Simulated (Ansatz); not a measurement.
# ZnGeN: the cost of one run

Program: Ansatz 0.2.0. Level of theory: DFT PBE, scalar-relativistic, plane waves, PAW. These are calculated values, not measurements.

## (1) The system as given

Symmetry: P6_3/mmc, No. 194, hexagonal system. Conventional cell: a = 4.191 Å, b = 4.191 Å, c = 5.217 Å, α = 90.00°, β = 90.00°, γ = 120.00°. Zn (site symmetry -3m) is surrounded by 2 Zn at 2.61 Å and 6 Ge at 2.75 Å and 6 N at 2.75 Å. Around Ge (site symmetry -6m2) lie 5 N at 2.42 to 2.61 Å and 6 Zn at 2.75 Å. Around N (site symmetry -6m2) lie 5 Ge at 2.42 to 2.61 Å and 6 Zn at 2.75 Å.

As a file:

```xyz
6
Lattice="4.1912 0.0000 0.0000 -2.0956 3.6297 0.0000 0.0000 0.0000 5.2170" Properties=species:S:1:pos:R:3 pbc="T T T"
Zn    0.0000    0.0000    0.0000
Zn    0.0000    0.0000    2.6085
Ge    2.0956    1.2099    3.9128
Ge    0.0000    2.4198    1.3043
N     0.0000    2.4198    3.9128
N     2.0956    1.2099    1.3043
```

The cell is invented: species swapped into a database cell of CrCoGe (P6_3/mmc, No. 194), with Zn on the Cr sites, Ge on the Co sites and N on the Ge sites. The dimensions are guesses.

## (2) The guess as it stands, on a coarse mesh

input.yaml reads:

```yaml
crystal:
  lattice:
    - [4.19118247, 0.0, 0.0]
    - [-2.09559124, 3.62967049, 0.0]
    - [0.0, 0.0, 5.21704189]
  atoms:
    - { symbol: Zn, position: [0.0, 0.0, 0.0] }
    - { symbol: Zn, position: [0.0, 0.0, 0.5] }
    - { symbol: Ge, position: [0.66666667, 0.33333333, 0.75] }
    - { symbol: Ge, position: [0.33333333, 0.66666667, 0.25] }
    - { symbol: "N", position: [0.33333333, 0.66666667, 0.75] }
    - { symbol: "N", position: [0.66666667, 0.33333333, 0.25] }
basis:
  ecutwfc: 420
kpoints:
  mp_grid: { grid: [6, 6, 4] }
hamiltonian:
  xc: pbe
scf:
  occupations: { method: gaussian, width: 0.1 }
  lower_state_search: "off"
output:
  forces: true
  stress: true
  eigenvalues: true
```

Started as:

```console
> ansatz run input.yaml --threads 1 --pin off --max-ram 2048MiB --backend cpu --events-out ev --progress --plain --runs-dir out
```

What time and memory should one allow on 1 thread of Arm Neoverse V2, shared host?

About 3.7 s, with a peak of 0.43 GiB.
